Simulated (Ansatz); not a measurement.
# C12H10I2 (diphenyliodonium iodide): the cost of one run

The runs use Ansatz 0.2.0, Gaussian basis; the settings change from run to run.

4 further runs of the same task are left out: 4 that didn't finish.

## Step 1: The molecule

The structure was relaxed beforehand with PBE-D4/def2-SVP. I takes a core potential in def2 sets; no spin-orbit term is included.

SMILES `[I-].c1ccc([I+]c2ccccc2)cc1`, 24 atoms, charge 0, spin multiplicity 1.

Atoms are counted from 1 here; the program's logs count them from 0.

Bond lengths: I1–I6 3.308 Å, C2–C3 1.403 Å, C2–C14 1.405 Å, C2–H15 1.101 Å, C3–C4 1.409 Å, C3–H16 1.101 Å, C4–C5 1.396 Å, C4–H17 1.101 Å, C5–I6 2.244 Å, C5–C13 1.392 Å, I6–C7 2.251 Å, C7–C8 1.396 Å, C7–C12 1.390 Å, C8–C9 1.409 Å, C8–H18 1.102 Å, C9–C10 1.403 Å, C9–H19 1.101 Å, C10–C11 1.405 Å and more. Angles: C3–C2–C14 120.3°, C3–C2–H15 119.8°, C14–C2–H15 119.8°, C2–C3–C4 120.1°, C2–C3–H16 120.5°, C4–C3–H16 119.4°, C3–C4–C5 117.8°, C3–C4–H17 120.6°, C5–C4–H17 121.5°, C4–C5–I6 114.2°, C4–C5–C13 123.6°, I6–C5–C13 121.8°, I1–I6–C5 78.9°, I1–I6–C7 80.0°, C5–I6–C7 154.2°, I6–C7–C8 113.5°, I6–C7–C12 122.5°, C8–C7–C12 123.7° and more.

## Step 2: wB97X/def2-mTZVPP

Input file in.yaml:

```yaml
crystal:
  periodic: [false, false, false]
  atoms:
    - {symbol: I, position_ang: [-2.137235, -1.359283, 1.062094]}
    - {symbol: C, position_ang: [-1.619582, 4.175959, 2.087582]}
    - {symbol: C, position_ang: [-0.964929, 4.228309, 0.848331]}
    - {symbol: C, position_ang: [-0.398052, 3.062227, 0.298065]}
    - {symbol: C, position_ang: [-0.511751, 1.876431, 1.025478]}
    - {symbol: I, position_ang: [0.664881, 0.162249, 0.181746]}
    - {symbol: C, position_ang: [0.902780, -1.776235, -0.937878]}
    - {symbol: C, position_ang: [1.535578, -1.630145, -2.173382]}
    - {symbol: C, position_ang: [1.884662, -2.800964, -2.874270]}
    - {symbol: C, position_ang: [1.592743, -4.060770, -2.330852]}
    - {symbol: C, position_ang: [0.949149, -4.165002, -1.086121]}
    - {symbol: C, position_ang: [0.583436, -3.006703, -0.376661]}
    - {symbol: C, position_ang: [-1.168371, 1.784443, 2.248977]}
    - {symbol: C, position_ang: [-1.717099, 2.961576, 2.788066]}
    - {symbol: H, position_ang: [-2.067426, 5.088675, 2.509275]}
    - {symbol: H, position_ang: [-0.900433, 5.175564, 0.290703]}
    - {symbol: H, position_ang: [0.115397, 3.093627, -0.675700]}
    - {symbol: H, position_ang: [1.757406, -0.636837, -2.594675]}
    - {symbol: H, position_ang: [2.374832, -2.716691, -3.856662]}
    - {symbol: H, position_ang: [1.860137, -4.972096, -2.887145]}
    - {symbol: H, position_ang: [0.721788, -5.153439, -0.657737]}
    - {symbol: H, position_ang: [0.041867, -3.068580, 0.582123]}
    - {symbol: H, position_ang: [-1.271560, 0.817174, 2.766269]}
    - {symbol: H, position_ang: [-2.228218, 2.920521, 3.762374]}
basis:
  gaussian: {orbitals: def2-mTZVPP}
hamiltonian: {xc: {name: wB97X}}
scf: {omitted_lower_state_checks: [starts]}
output: {forces: true}
```

The run is started by

```bash
ansatz run in.yaml --threads 4 --pin off --events-out ev --progress --plain --max-ram 6963MiB
```

Q: Estimate wall time and peak memory on 4 threads of Arm Neoverse V1, shared host.

About 62 s, with a peak of 2.5 GiB.
